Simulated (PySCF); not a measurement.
# CeH8O4 (Ce(H2O)43+): the cost of one run

Computed with PySCF 2.14.0. Level: several levels, as the steps say, no spin–orbit coupling.

3 further runs of the same task are left out: 2 for a known fault of the program, 1 that didn't finish.

## Step 1: The system as given

13 atoms, charge 3, spin multiplicity 1.

Bond lengths: Ce1–O2 2.415 Å, Ce1–O5 2.415 Å, Ce1–O8 2.415 Å, Ce1–O11 2.415 Å, O2–H3 0.993 Å, O2–H4 0.993 Å, O5–H6 0.993 Å, O5–H7 0.993 Å, O8–H9 0.993 Å, O8–H10 0.993 Å, O11–H12 0.993 Å, O11–H13 0.993 Å. Angles: O2–Ce1–O5 111.1°, O2–Ce1–O8 106.3°, O2–Ce1–O11 111.1°, O5–Ce1–O8 111.1°, O5–Ce1–O11 106.3°, O8–Ce1–O11 111.1°, Ce1–O2–H3 128.3°, Ce1–O2–H4 128.7°, H3–O2–H4 103.0°, Ce1–O5–H6 128.7°, Ce1–O5–H7 128.3°, H6–O5–H7 103.0°, Ce1–O8–H9 128.7°, Ce1–O8–H10 128.3°, H9–O8–H10 103.0°, Ce1–O11–H12 128.3°, Ce1–O11–H13 128.7°, H12–O11–H13 103.0°.

As a file:

```xyz
13

Ce    0.0000    0.0000    0.0000
O     1.4492    1.3977    1.3342
H     2.2574    1.1337    1.8475
H     1.3917    2.3762    1.4952
O    -1.4491   -1.3342    1.3977
H    -1.3918   -1.4951    2.3761
H    -2.2574   -1.8475    1.1337
O     1.4492   -1.3977   -1.3342
H     1.3917   -2.3762   -1.4952
H     2.2574   -1.1337   -1.8475
O    -1.4491    1.3342   -1.3977
H    -2.2574    1.8475   -1.1337
H    -1.3918    1.4951   -2.3761
```

Formal oxidation states: Ce +3. Each metal's 1 4f electrons lie in its core potential, so multiplicities, spins and levels count the valence alone. An earlier session relaxed this geometry at PBE, Ce lcecp-1-SVP with ECP47, O def2-SVP, H def2-SVP (singlet, point group S4).

At PBE on the finer grid: E = -336.454811 Eh, HOMO -21.84 eV, LUMO -15.99 eV, Mulliken charge on Ce1 +1.70 e, largest force component 0.005 eV/Å. 

Levels to run: BP86; HF; TPSSh; PBE0; PBE, TZVP; PBE0, SVP. Hardware: 2 threads of Arm Neoverse V2, shared host.

## Step 2: BP86

The input, run.py (the lines that set the calculation):

```python
mol = gto.M(atom='''
Ce     0.00002     0.00000     0.00000
O      1.44918     1.39766     1.33419
H      2.25744     1.13366     1.84753
H      1.39173     2.37617     1.49523
O     -1.44911    -1.33420     1.39767
H     -1.39183    -1.49507     2.37614
H     -2.25741    -1.84751     1.13368
O      1.44918    -1.39766    -1.33419
H      1.39173    -2.37617    -1.49523
H      2.25744    -1.13366    -1.84753
O     -1.44911     1.33420    -1.39767
H     -2.25741     1.84751    -1.13368
H     -1.39183     1.49507    -2.37614''',
    basis={'Ce': 'lcecp-1-SVP', 'O': 'def2-SVP', 'H': 'def2-SVP'},
    ecp={'Ce': 'lcecp-1-SVP'},
    charge=3, spin=0)
mf = dft.RKS(mol, xc='B88,P86')
mf.grids.atom_grid = (75, 302)  # f atoms: unpruned, at least (60, 302)
mf = mf.density_fit()  # fitting sets: Ce AutoAux, O def2-universal-JKFIT, H def2-universal-JKFIT
mf.conv_tol = 1e-08; mf.max_cycle = 55
mf.kernel(dm0)  # dm0: the density of the relaxed state
```

Launch:

```bash
$ OMP_NUM_THREADS=2 python run.py
```

**Question.** How long does this run take on 2 threads of Arm Neoverse V2, shared host?

About 7.6 s.
